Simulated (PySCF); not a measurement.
# A diatomic session: ZnBr+

An exercise on one series of results from a longer session: the logs are not shown, and one member is left open.

Method: Zn pcseg-1, Br pcseg-1, no relativity; program: PySCF 2.14.0.

The first run:

Settings of the job:

```json
{
  "atoms": "Zn, Br",
  "charge": "1",
  "basis": "Zn pcseg-1, Br pcseg-1",
  "Hamiltonian": "no relativity",
  "basis functions": "58",
  "electrons treated": "64",
  "masses in u": "63.9291, 78.9183",
  "levels": "PBE0, PBE, r²SCAN, B97-3, B2PLYP, PBEsol, CAM-B3LYP, HF, MP2, SCS-MP2, CCSD, CCSD(T)",
  "grid": "80 radial by 434 angular points",
  "occupations": "held fixed by the projection of orbital angular momentum",
  "dissociation limit": "Zn+ + Br, each in its ground configuration",
  "starting distance in angstrom": "2.405",
  "values of 2S to try": "0, 2"
}
```

Run with:

```
> OMP_NUM_THREADS=1 python dia.py task.json out
```

Steps of the session up to this table: Input; First curve: PBE0; Other states along the same grid; PBE (GGA); r²SCAN (meta-GGA); B97-3 (global hybrid GGA); B2PLYP (double hybrid); PBEsol; CAM-B3LYP; RHF (mean field); Adding correlation.

One table of the session follows, with a row left open; its other results are not shown here.

It belongs to the step «The curves together». Energy (eV) from each level's lowest point:

| R (Å) | RHF | RHF-MP2 | RHF-SCS-MP2 | RHF-CCSD | RHF-CCSD(T) |
| --- | --- | --- | --- | --- | --- |
| 1.899 | 1.331 | 1.168 | 1.217 | n/a | n/a |
| 1.987 | 0.604 | 0.490 | 0.525 | 0.546 | 0.544 |
| 2.075 | ? | ? | ? | ? | ? |
| 2.142 | 0.051 | 0.019 | 0.030 | 0.036 | 0.036 |
| 2.208 | 0.000 | 0.000 | 0.000 | 0.000 | 0.000 |
| 2.274 | 0.024 | 0.052 | 0.041 | 0.035 | 0.034 |
| 2.363 | 0.140 | 0.200 | 0.175 | 0.160 | 0.156 |
| 2.473 | 0.376 | 0.464 | 0.420 | 0.393 | 0.383 |
| 2.605 | 0.735 | 0.838 | 0.771 | 0.725 | 0.703 |
| 2.782 | 1.265 | 1.356 | 1.258 | n/a | n/a |

Estimate the missing values for R (Å) = 2.075.

Worked estimate for «RHF». A straight line through the neighbours (1.987, 0.604) and (2.142, 0.051) gives 0.604 + (0.051 − 0.604) × (2.075 − 1.987) / (2.142 − 1.987) = 0.290; a parabola fitted to 4 rows on both sides gives 0.186.

As computed: RHF: 0.199; RHF-MP2: 0.134; RHF-SCS-MP2: 0.155; RHF-CCSD: 0.167; RHF-CCSD(T): 0.167. In «RHF» the line misses by +0.091 and the parabola by -0.013.
